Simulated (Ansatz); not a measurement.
NiMoIrPdW:

```
Ni Mo Pd Ir W
1.0
    -1.37004    1.37004    9.71647
     1.37004   -1.37004    9.71647
     1.37004    1.37004   -9.71647
Ni Mo Pd Ir W
1 1 1 1 1
Cartesian
  0.0000 0.0000 3.8598
  0.0000 0.0000 11.8389
  0.0000 0.0000 15.4123
  0.0000 0.0000 7.7623
  0.0000 0.0000 19.3484
```

The cell was built by a generator and needn't be a form met in nature.

```yaml
Program: Ansatz 0.2.0
Task: relaxation of cell and atoms
Functional: PBEsol
Dispersion: D3(BJ)
Potentials_or_basis: Ansatz PAW
Cutoff: "420 eV (not typed: the program's choice for these potentials)"
k_mesh: 10 × 10 × 10
Occupations: fermi-dirac, width 0.05 eV
Spin: collinear spin, ferromagnetic start
Starting_moments: "[1.0, 1.0, 0.0, 0.6, 0.0] μB"
```

At the start: volume 14.59 Å³/atom.

**Question.** How do energy, volume and symmetry change on relaxing?

**Answer.** It ends after 6 steps and the volume is 13.68 Å³/atom (-6.3 %); space group I4mm (No. 107, to 0.05 Å); moment 0.00 μB per cell.

The path:
| step | energy change (eV) | largest force (eV/Å) | volume (Å³) |
| --- | --- | --- | --- |
| 1 | 0.0000 | 0.1461 | 72.95 |
| 2 | -0.2350 | 0.1145 | 69.19 |
| 3 | -0.2442 | 0.0410 | 68.28 |
| 4 | -0.2445 | 0.0144 | 68.38 |
| 5 | -0.2445 | 0.0006 | 68.39 |
| 6 | -0.2428 | 0.0007 | 68.39 |

Final structure:
```cif
data_structure
_symmetry_space_group_name_H-M 'P 1'
_symmetry_Int_Tables_number 1
_cell_length_a 9.7088
_cell_length_b 9.7088
_cell_length_c 9.7088
_cell_angle_alpha 164.134
_cell_angle_beta 164.134
_cell_angle_gamma 22.511
_cell_volume 68.39
loop_
_atom_site_label
_atom_site_type_symbol
_atom_site_fract_x
_atom_site_fract_y
_atom_site_fract_z
_atom_site_occupancy
Ni1 Ni 0.19942 0.19942 0.00000 1
Mo1 Mo 0.61031 0.61031 0.00000 1
Pd1 Pd 0.79252 0.79252 0.00000 1
Ir1 Ir 0.39768 0.39768 0.00000 1
W1 W 0.99609 0.99609 0.00000 1
```

Caveat: the plane-wave basis is chosen anew once the cell has moved, so the energies of steps on either side of that aren't comparable; pairwise dispersion overbinds metals, which lowers pressure and volume; the PAW data sets come from PBE, with cores solved anew for the run's functional, which leaves a small shift of forces and pressure; the starting moments weren't kept.
